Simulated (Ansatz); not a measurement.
Crystal: TaTe.

```xyz
2
Lattice="3.4201 0.0000 0.0000 0.0000 3.4201 0.0000 0.0000 0.0000 3.4201" Properties=species:S:1:pos:R:3 pbc="T T T"
Ta    1.7100    1.7100    1.7100
Te    0.0000    0.0000    0.0000
```

The cell was built by a generator and needn't be a form met in nature.

| Property | Result |
| --- | --- |
| Program | Ansatz 0.2.0 |
| Task | relaxation of cell and atoms |
| Functional | PBEsol0 |
| Potentials or basis | Ansatz PAW |
| Cutoff | 420 eV (not typed: the program's choice for these potentials) |
| k mesh | 4 × 4 × 4 |
| Occupations | fermi-dirac, width 0.05 eV |
| Spin | no spin polarisation |

At the start: volume 20.00 Å³/atom.

Problem. How do energy, volume and symmetry change on relaxing?

Solution. It ends after 4 steps and the volume is 19.03 Å³/atom (-4.9 %); space group Pm-3m (No. 221, to 0.05 Å).

The path:
```csv
step,energy change (eV),largest force (eV/Å),volume (Å³)
1,0.0000,0.0000,40.00
2,-0.0496,0.0000,38.30
3,-0.0506,0.0000,38.06
4,-0.0499,0.0000,38.06
```

Final structure:
```
Ta Te
1.0
     3.36366    0.00000    0.00000
     0.00000    3.36366    0.00000
     0.00000    0.00000    3.36366
Ta Te
1 1
Cartesian
  1.6818 1.6818 1.6818
  0.0000 0.0000 0.0000
```

Caveat: the k mesh is coarse (spacing up to 0.46 Å⁻¹), so the values aren't converged, least of all with exact exchange; the plane-wave basis is chosen anew once the cell has moved, so the energies of steps on either side of that aren't comparable; the PAW data sets come from PBE, with cores solved anew for the run's functional, which leaves a small shift of forces and pressure.
